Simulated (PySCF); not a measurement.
**FGaH₅N: electronic excitations**

Aim: predict the electronic excitations of FGaH₅N (`[NH3+][GaH2-][F]`).

Computed with PySCF 2.14.0, with density-fitted response routines of our own, on a single molecule in the gas phase. Atoms are numbered from 0 throughout.

### 1 Starting geometry

8 atoms, charge 0, multiplicity 1; geometry from: GFN2-xTB.

Bonds of the start (Å): N0–Ga1 2.18, Ga1–F2 1.75, N0–H3 1.02, N0–H4 1.02, N0–H5 1.02, Ga1–H6 1.54, Ga1–H7 1.54.

### 2 Excited states and response: wB97X-D/def2-SVPD

What the job is given:

```
{"job": {"kind": "uv", "xc": "wB97X-D", "basis": "def2-SVPD", "nstates": 8, "ntriplets": 3}, "charge": 0, "multiplicity": 1}
N      1.044519     0.062366     0.102797
Ga    -1.107644    -0.245690    -0.025631
F     -1.231799     1.317376    -0.807252
H      1.666474    -0.627053     0.518196
H      1.339750     0.231947    -0.859339
H      1.155638     0.944955     0.603122
H     -1.583336    -0.246417     1.434620
H     -1.274546    -1.428072    -0.991078
```

Method: TDDFT wB97X-D/def2-SVPD, vertical, gas phase, core orbitals frozen in the response.

Started as:

```sh
> OMP_NUM_THREADS=1 python probes_run.py task.json out
```

This one command runs all jobs of the session in turn.

What will the session give for the following? lowest singlet (wB97X-D/def2-SVPD); brightest single state of those computed; lowest triplet. Wanted: lowest singlet; brightest single state of those computed; lowest triplet.

As calculated:

| quantity | value |
| --- | --- |
| lowest singlet (wB97X-D/def2-SVPD) | 6.88 eV (180 nm), f = 0.012 |
| brightest single state of those computed | state 5, 8.74 eV, f = 0.358 |
| lowest triplet | 6.65 eV |

**Reading.** The first singlet state (HOMO→LUMO 0.64, HOMO→LUMO+1 0.25) lies at 6.88 eV and is weak; of the 8 states computed, the strongest absorption comes from state 5 at 8.74 eV. The lowest triplet lies 0.24 eV below the lowest singlet (triplets in Tamm-Dancoff, singlets in full TDDFT).
